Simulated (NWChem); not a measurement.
# One shape, several levels: CH5BN2O (SMILES [H]/N=C(/N)BO)

Wanted: a comparison of 3 runs (HF/def2-SVP, PBE0/def2-SVP, MP2/6-31+G*) of CH5BN2O. 

The calculation is run with NWChem 7.3.0.

## (1) Starting point

The species is CH5BN2O (10 atoms), meant as a singlet with charge 0. SMILES: `[H]/N=C(/N)BO`. The shape is that of a PBE0-D4/def2-TZVP optimisation. This is a higher conformer, about 17 kJ/mol above the lowest found by a separate search.

Bond lengths: N1–C2 1.280 Å, C2–N3 1.368 Å, C2–B4 1.581 Å, B4–O5 1.347 Å, N1–H6 1.017 Å, N3–H7 1.007 Å, N3–H8 1.003 Å, B4–H9 1.204 Å, O5–H10 0.960 Å. Some angles: N1–C2–N3 119.9°, N1–C2–B4 124.2°, N3–C2–B4 115.9°, C2–B4–O5 116.9°, C2–N1–H6 109.5°, C2–N3–H7 117.4°, C2–N3–H8 119.2°, C2–B4–H9 122.5°, O5–B4–H9 120.6°, B4–O5–H10 114.0°.

## (2) Energy and gradient at HF/def2-SVP (run 1)

File nw.nw:

```
start nw
memory stack 880 mb heap 220 mb global 1100 mb
geometry units angstrom noautosym nocenter noautoz
   N     -1.544700    -0.061200    -0.720000
   C     -0.479200    -0.358000    -0.074900
   N     -0.356300    -1.588800     0.510500
   B      0.735400     0.631600     0.136900
   O      0.595200     1.880900    -0.347400
   H     -1.487400     0.900700    -1.044400
   H     -1.043800    -2.285600     0.272900
   H      0.553200    -1.913500     0.781700
   H      1.751300     0.299600     0.691200
   H      1.359500     2.442900    -0.203600
end
basis spherical bse
   * library def2-SVP
end
scf
   thresh 1e-08
   maxiter 80
   noprint "final vectors analysis"
end
task scf gradient
```

The run is started by

```console
nwchem nw.nw > nw.out
```

The program printed:

```text
[...]
  functions       =    95
[...]
  wavefunction    = RHF
[...]
         Total SCF energy =   -249.076636785558
      One-electron energy =   -652.354706380959
      Two-electron energy =    245.393588389267
 Nuclear repulsion energy =    157.884481206134
        Time for solution =     13.6s
[...]
                         RHF ENERGY GRADIENTS
    atom               coordinates                        gradient
                 x          y          z           x          y          z
   1 N      -2.919060  -0.115651  -1.360603   -0.022814  -0.005887  -0.009402
   2 C      -0.905557  -0.676522  -0.141540    0.027840   0.003743   0.012857
   3 N      -0.673309  -3.002397   0.964705   -0.001198   0.007298  -0.002086
   4 B       1.389704   1.193551   0.258703   -0.002813  -0.015481   0.003562
   5 O       1.124765   3.554386  -0.656491   -0.017878  -0.003368  -0.006630
   6 H      -2.810778   1.702076  -1.973630    0.001260   0.009235  -0.002350
   7 H      -1.972496  -4.319158   0.515706   -0.005776  -0.004685  -0.001784
   8 H       1.045396  -3.615991   1.477199    0.006586  -0.000397   0.002599
   9 H       3.309477   0.566162   1.306179    0.000134   0.000753  -0.000130
  10 H       2.569082   4.616412  -0.384748    0.014658   0.008789   0.003364
[...]
```

It took 18 s on 1 thread of Intel Xeon Platinum 8488C (Sapphire Rapids), shared host; peak memory 0.1 GiB.

## (3) Energy and forces at PBE0/def2-SVP (run 2)

File run.xyz:

```xyz
10

N     -1.544700    -0.061200    -0.720000
C     -0.479200    -0.358000    -0.074900
N     -0.356300    -1.588800     0.510500
B      0.735400     0.631600     0.136900
O      0.595200     1.880900    -0.347400
H     -1.487400     0.900700    -1.044400
H     -1.043800    -2.285600     0.272900
H      0.553200    -1.913500     0.781700
H      1.751300     0.299600     0.691200
H      1.359500     2.442900    -0.203600
```

File run.nw:

```
start run
memory stack 880 mb heap 220 mb global 1100 mb

geometry noautosym nocenter noautoz
  load run.xyz
end

basis "ao basis" spherical bse
  N library def2-SVP
  C library def2-SVP
  B library def2-SVP
  O library def2-SVP
  H library def2-SVP
end

dft
  xc pbe0
  grid fine
  convergence energy 1e-08
  iterations 100
  mulliken
end

task dft gradient
```

The run is started by

```console
nwchem run.nw > run.out
```

The program printed:

```text
[...]
          Wavefunction type:  closed shell.
          No. of atoms     :    10
          No. of electrons :    38
[...]
          Charge           :     0
          Spin multiplicity:     1
[...]
          AO basis - number of functions:    95
[...]
              XC Information
              --------------
                         PBE0 Method XC Functional
                     Hartree-Fock (Exact) Exchange  0.250
          PerdewBurkeErnzerhof Exchange Functional  0.750
            Perdew 1991 LDA Correlation Functional  1.000 local
           PerdewBurkeErnz. Correlation Functional  1.000 non-local
[...]
 d= 0,ls=0.0,diis     1   -250.1513731475 -4.08D+02  1.76D-02  8.36D-01     1.9
[...]
 d= 0,ls=0.0,diis    11   -250.2579067147 -1.47D-09  4.26D-07  2.16D-09    17.7
         Total DFT energy =     -250.257906714750
      One electron energy =     -652.838739065906
           Coulomb energy =      278.202199362849
    Exchange-Corr. energy =      -33.505848217826
 Nuclear repulsion energy =      157.884481206134
[...]
  wavefunction    = closed shell
                         DFT ENERGY GRADIENTS
    atom               coordinates                        gradient
                 x          y          z           x          y          z
   1 N      -2.919060  -0.115651  -1.360603    0.005560   0.001879   0.002146
   2 C      -0.905557  -0.676522  -0.141540   -0.001848   0.001862  -0.001652
   3 N      -0.673309  -3.002397   0.964705   -0.000081  -0.003205  -0.000906
   4 B       1.389704   1.193551   0.258703    0.003086  -0.004362   0.002449
   5 O       1.124765   3.554386  -0.656491    0.002053   0.001896   0.000344
   6 H      -2.810778   1.702076  -1.973630   -0.000802  -0.004218   0.001235
   7 H      -1.972496  -4.319158   0.515706    0.003881   0.003702   0.001053
   8 H       1.045396  -3.615991   1.477199   -0.004937   0.002276  -0.001657
   9 H       3.309477   0.566162   1.306179   -0.004916   0.001525  -0.002579
  10 H       2.569082   4.616412  -0.384748   -0.001995  -0.001355  -0.000433
[...]
```

Wall time 23 s (1 thread of Intel Xeon Platinum 8488C (Sapphire Rapids), shared host); peak memory 0.12 GiB.

## (4) Energy and forces at MP2/6-31+G(d) (spherical functions) (run 3)

File ch5bn2o.nw:

```
start ch5bn2o
title "CH5BN2O mp2"
memory 2200 mb
geometry noautosym nocenter noautoz
N     -1.544700    -0.061200    -0.720000
C     -0.479200    -0.358000    -0.074900
N     -0.356300    -1.588800     0.510500
B      0.735400     0.631600     0.136900
O      0.595200     1.880900    -0.347400
H     -1.487400     0.900700    -1.044400
H     -1.043800    -2.285600     0.272900
H      0.553200    -1.913500     0.781700
H      1.751300     0.299600     0.691200
H      1.359500     2.442900    -0.203600
end
basis spherical bse
N library 6-31+G*
C library 6-31+G*
B library 6-31+G*
O library 6-31+G*
H library 6-31+G*
end
scf
thresh 1e-08
maxiter 80
print medium
end
mp2
freeze core 5
tight
end
task mp2 gradient
```

The run is started by

```console
nwchem ch5bn2o.nw > ch5bn2o.out
```

The program printed:

```text
[...]
  functions       =   100
[...]
  wavefunction    = RHF
[...]
         Total SCF energy =   -249.264181425276
      One-electron energy =   -652.264905090173
      Two-electron energy =    245.116242458763
 Nuclear repulsion energy =    157.884481206134
        Time for solution =     24.8s
[...]
          Total MP2 energy          -249.970232324549
[...]
                         mp2 ENERGY GRADIENTS
    atom               coordinates                        gradient
                 x          y          z           x          y          z
   1 N      -2.919060  -0.115651  -1.360603    0.023614  -0.000179   0.011591
   2 C      -0.905557  -0.676522  -0.141540   -0.020746  -0.003779  -0.006680
   3 N      -0.673309  -3.002397   0.964705    0.001194   0.001802  -0.006555
   4 B       1.389704   1.193551   0.258703   -0.005432   0.011841  -0.006908
   5 O       1.124765   3.554386  -0.656491    0.011860  -0.004985   0.006898
   6 H      -2.810778   1.702076  -1.973630    0.000470  -0.005511   0.002159
   7 H      -1.972496  -4.319158   0.515706    0.004201   0.005315   0.002090
   8 H       1.045396  -3.615991   1.477199   -0.005730   0.003845  -0.001272
   9 H       3.309477   0.566162   1.306179    0.000569  -0.000316   0.000356
  10 H       2.569082   4.616412  -0.384748   -0.009999  -0.008033  -0.001679
[...]
```

Wall time 60 s (1 thread of Intel Xeon Platinum 8488C (Sapphire Rapids), shared host); peak memory 0.38 GiB.

## (5) Overview of the runs

| run | level | iteration cap | module | energy (Eh) | dipole moment (D) | largest force (eV/Å) | wall time |
| --- | --- | --- | --- | --- | --- | --- | --- |
| 1 | HF/def2-SVP | 80 | scf | -249.076637 | 4.19 | 1.589 | 18 s |
| 2 | PBE0/def2-SVP | 100 | dft | -250.257907 | 3.69 | 0.321 | 23 s |
| 3 | MP2/6-31+G* (spherical functions) | 80 | mp2 | -249.970232 | 4.20 | 1.353 | 60 s |

## (6) Results

| quantity | value |
| --- | --- |
| run 3: total energy | -249.97023 Eh |
| run 3: dipole moment (of the density that the program reports) | 4.20 D |
| run 3: HOMO energy (Hartree–Fock orbitals) | -9.60 eV |
| run 3: LUMO energy (Hartree–Fock orbitals) | 1.20 eV |
| run 3: HOMO–LUMO gap (Hartree–Fock orbitals) | 10.80 eV |
| run 3: correlation energy (5 core orbitals frozen) | -706.1 mEh |
| run 3: largest force on an atom | 1.353 eV/Å |

**Reading.** The dipole moment (its size) runs from 3.69 D (PBE0/def2-SVP) to 4.20 D (MP2/6-31+G*). The two ends differ in method and basis. All runs together took 1.7 min, the longest 60 s.
